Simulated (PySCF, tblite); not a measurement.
# C5H3F4O radical: geometry, infrared bands and EPR parameters

Wanted: the infrared bands and EPR parameters of C5H3F4O radical (`FC1=COC[C]1C(F)(F)F`), by calculation.

Programs: tblite 0.8.0 and PySCF 2.14.0, with density-fitted response routines of our own. Each step states its level of theory. These are calculated values for one molecule in the gas phase, unless marked as measured. Atoms count from 0, in the outputs and in this text.

## 1. Starting geometry

13 atoms, charge 0, multiplicity 2; geometry from: force field or distance geometry start.

Bonds of the start (Å): F0–C1 1.38, C1–C2 1.34, C2–O3 1.40, O3–C4 1.40, C4–C5 1.50, C5–C6 1.47, C6–F7 1.40, C6–F8 1.38, C6–F9 1.39, C5–C1 1.45, C2–H10 1.09, C4–H11 1.10, C4–H12 1.12.

## 2. Optimising the geometry with GFN2-xTB

What the job is given:

```
{"job": {"kind": "relax", "xc": "GFN2-xTB", "basis": "xTB"}, "charge": 0, "multiplicity": 2}
F      0.718000    -2.433500    -0.099000
C      0.775800    -1.054700    -0.059100
C      1.812600    -0.329300     0.390100
O      1.521100     1.032700     0.279700
C      0.332400     1.240200    -0.438900
C     -0.264800    -0.130900    -0.472400
C     -1.604800    -0.262000     0.119300
F     -1.592900     0.112200     1.472400
F     -2.149200    -1.523800     0.052100
F     -2.490900     0.584600    -0.532300
H      2.725400    -0.791700     0.763800
H     -0.311100     2.015800     0.003600
H      0.523900     1.540800    -1.496900
```

The run is started by

```console
$ OMP_NUM_THREADS=1 python probes_run.py task.json out
```

This one command runs all jobs of the session in turn.

**Question.** This job is followed by: GFN2-xTB harmonic vibrations, gas phase; UKS B3LYP, pcH-1 on C F H O, non-relativistic, mean-field spin-orbit, GIAO. What will the session give for the following? strongest single infrared mode (GFN2-xTB); zero-point energy (GFN2-xTB); g(iso) (B3LYP); ⟨S²⟩; largest a(iso) (averaged by class); potential on the surface of density 0.002 e/bohr³, 1st and 99th percentile.

The runs gave:

| quantity | value |
| --- | --- |
| strongest single infrared mode (GFN2-xTB) | 963 cm⁻¹, 273 km/mol |
| zero-point energy (GFN2-xTB) | 45.8 kcal/mol |
| g(iso) (B3LYP) | 2.00317 |
| ⟨S²⟩ | 0.768 (exact 0.75) |
| largest a(iso) (averaged by class) | 1H on H11, H12, 116.0 MHz |
| potential on the surface of density 0.002 e/bohr³, 1st and 99th percentile | -0.68 V and 1.54 V |

In words: Relaxing lowered the energy by 0.912 eV in 47 steps; the close pair that moved most is C1–C5, from 1.452 to 1.388 Å. No mode is imaginary among the 33: a minimum at this level. The strongest single mode, at 963 cm⁻¹, has its largest shares on C6, F7 and C4 (the list is cut at 3 atoms). GFN2-xTB is a fitted tight-binding method: band positions and strengths are rough. Its intensities can rank the bands wrongly. The largest spin populations lie on C2 (0.50 e), C5 (0.50 e). The isotropic g lies 0.8 ppt above the free-electron value. These values are for one conformer; the search (at its own cheap level) found 1 more, at 0.09 kcal/mol, and measured spectra average over such forms.
